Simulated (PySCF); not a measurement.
**KO⁺ (triplet) with other numerical set-ups**

The method stays; parts of the set-up, such as the basis or the Hamiltonian, are changed.

Computed with PySCF 2.14.0. Level: method and basis as typed in the scripts.

2 further runs of the same task are left out: 2 that didn't finish.

## 1. The starting structure

KO⁺ (triplet): 2 atoms, charge 1, spin multiplicity 3.

Bond lengths: K1–O2 2.460 Å.

## 2. The run that the others are compared with

Input file input.py:

```python
from pyscf import gto, scf, mp

mol = gto.M(
    atom='K 0 0 0; O 0 0 2.46',
    basis='jorge-dzp-dkh',
    charge=1,
    spin=2,
    verbose=4,
)
mf = scf.UHF(mol)
mf = mf.sfx2c1e()
mf.kernel()
mp.MP2(mf, frozen=6).kernel()
mf.dip_moment()
print('orbital energies (hartree):', [e[max(0, n-3):n+3].round(4) for e, n in zip(mf.mo_energy, mol.nelec)])
```

On the command line:

```
$ OMP_NUM_THREADS=1 python input.py
```

Its log is not repeated here.

In short: E(SCF) = -676.146436 Eh, 10 cycles, E(MP2) − E(SCF) = -0.13259 Eh, ⟨S²⟩ = 2.007.

The bond length is a typed value, not an optimised one. The dipole of an ion depends on the origin. The triplet is typed in the script; nothing here shows that it is the ground state.

## 3. Jorge-dzp (X2C off)

Variant 1 changes basis set: jorge-dzp-dkh → jorge-dzp; spin-free X2C: on → off.

Input file input.py:

```python
from pyscf import gto, scf, mp

mol = gto.M(
    atom='K 0 0 0; O 0 0 2.46',
    basis='jorge-dzp',
    charge=1,
    spin=2,
    verbose=4,
)
mf = scf.UHF(mol)
mf.kernel()
mp.MP2(mf, frozen=6).kernel()
mf.dip_moment()
print('orbital energies (hartree):', [e[max(0, n-3):n+3].round(4) for e, n in zip(mf.mo_energy, mol.nelec)])
```

On the command line:

```
$ OMP_NUM_THREADS=1 python input.py
```

## 4. Ano-rcc-vdzp

Variant 2 changes basis set: jorge-dzp-dkh → ano-rcc-vdzp.

input.py: that of step 2 with these lines changed.

```diff
@@ -4,3 +4,3 @@
     atom='K 0 0 0; O 0 0 2.46',
-    basis='jorge-dzp-dkh',
+    basis='ano-rcc-vdzp',
     charge=1,
```

## 5. 6-31g (X2C off)

Variant 3 changes basis set: jorge-dzp-dkh → 6-31g; spin-free X2C: on → off.

input.py: that of step 2 with these lines changed.

```diff
@@ -4,3 +4,3 @@
     atom='K 0 0 0; O 0 0 2.46',
-    basis='jorge-dzp-dkh',
+    basis='6-31g',
     charge=1,
@@ -10,3 +10,2 @@
 mf = scf.UHF(mol)
-mf = mf.sfx2c1e()
 mf.kernel()
```

Before running it: what results should come out? Wanted: for each run, E(SCF); from base; gap, α spin; after the SCF.

The runs gave:

```tsv
run	E(SCF) (hartree)	from base (eV)	cycles	gap, α spin (eV)	functions	after the SCF
base	-676.146436	0	10	18.56	46	MP2 correlation -3.608 eV, core frozen
jorge-dzp (X2C off)	-673.798980	not comparable	10	18.59	46	MP2 correlation -3.607 eV, core frozen
ano-rcc-vdzp	-676.167532	-0.5741	10	18.52	36	MP2 correlation -7.204 eV, core frozen
6-31g (X2C off)	-673.746735	not comparable	8	18.71	26	MP2 correlation -1.365 eV, core frozen
```

What this shows: ano-rcc-vdzp (36 functions) gives an energy 0.57 eV lower than jorge-dzp-dkh (46); size alone doesn't order basis sets of different families.
